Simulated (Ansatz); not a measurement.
# GeN2H+ (quintet): from Hartree-Fock to the top rungs, cc-pVDZ

An exercise on one series of results from a longer session: the logs are not shown, and one member is left open.

Program: Ansatz 0.2.0, Gaussian basis. Level of theory: cc-pVDZ, core rule «outside noble gas», up to 16 orbitals frozen. These are calculated values, not measurements.

The runs, in order: UHF; CCSD(T) on ROHF; CCSD(T) on UHF; BCCD(T) on ROHF; CISD; CCSDT(Q) on ROHF; CCSDT(Q) on UHF.

36 further runs of the same task are left out: 5 for a known fault of the program, 14 that didn't finish, 17 set aside as unsound or not needed.

### The system

The geometry is a PBE0/def2-TZVP stationary point (not a proven minimum) of the parent state, kept for this charge and spin. No spin-orbit coupling is included. The filled d shell of Ge may be among the frozen orbitals whatever the setting's name suggests; the logs give the count.

4 atoms, charge 1, spin multiplicity 5.

Atoms are counted from 1 here; the program's logs count them from 0.

Bond lengths: Ge1–N2 1.956 Å, N2–N3 1.244 Å, N2–H4 1.030 Å. Angles: Ge1–N2–N3 132.1°, Ge1–N2–H4 113.3°, N3–N2–H4 114.6°.

The first run:

in.yaml

```yaml
crystal:
  periodic: [false, false, false]
  atoms:
    - {symbol: Ge, position_ang: [0.000000, -0.021938, 0.687166]}
    - {symbol: N, position_ang: [0.000000, 0.374628, -1.228580]}
    - {symbol: N, position_ang: [0.000000, -0.360400, -2.231759]}
    - {symbol: H, position_ang: [0.000000, 1.383317, -1.436414]}
basis:
  gaussian: {orbitals: cc-pVDZ}
total_charge: 1
magnetization: {spin_polarized: true, initial_magnetization: 4}
hamiltonian: {xc: hf}
output: {orbitals: {seedname: orbitals}}
```

Command:

```console
> ansatz run in.yaml --threads 1 --pin off --events-out ev --progress --plain --max-ram 2393MiB
```

Steps of the session up to this table: UHF; CCSD(T) on ROHF; CCSD(T) on UHF; BCCD(T) on ROHF; CISD; CCSDT(Q) on ROHF; CCSDT(Q) on UHF.

One table of the session follows, with a row left open; its other results are not shown here.

| method | from RCCSDT(Q) (kJ/mol) |
| --- | --- |
| ROHF | +970.3 |
| UHF | +913.7 |
| RMP2 | +117.9 |
| UMP2 | +156.6 |
| RCCSD | +46.8 |
| UCCSD | +41.1 |
| RCCSD(T) | +8.9 |
| UCCSD(T) | +7.2 |
| BCCD(T) | +8.4 |
| RCCSDT | ? |
| UCCSDT | +1.6 |
| RCCSDT(Q) | 0 |
| UCCSDT(Q) | -2.7 |

Estimate the missing values for RCCSDT.

As computed: from RCCSDT(Q) (kJ/mol): +4.6. In the column «from RCCSDT(Q) (kJ/mol)» it lies between UCCSDT (+1.6) and UCCSD(T) (+7.2).

Not comparable, so not listed: CISD (they don't share determinant, frozen orbitals or solution with the rows shown, or repeat one).

Caveats from the session: Restricted and unrestricted rows rest on different reference determinants; where their highest levels disagree by more than a few hundredths of an eV, they describe different states and don't form one ladder.
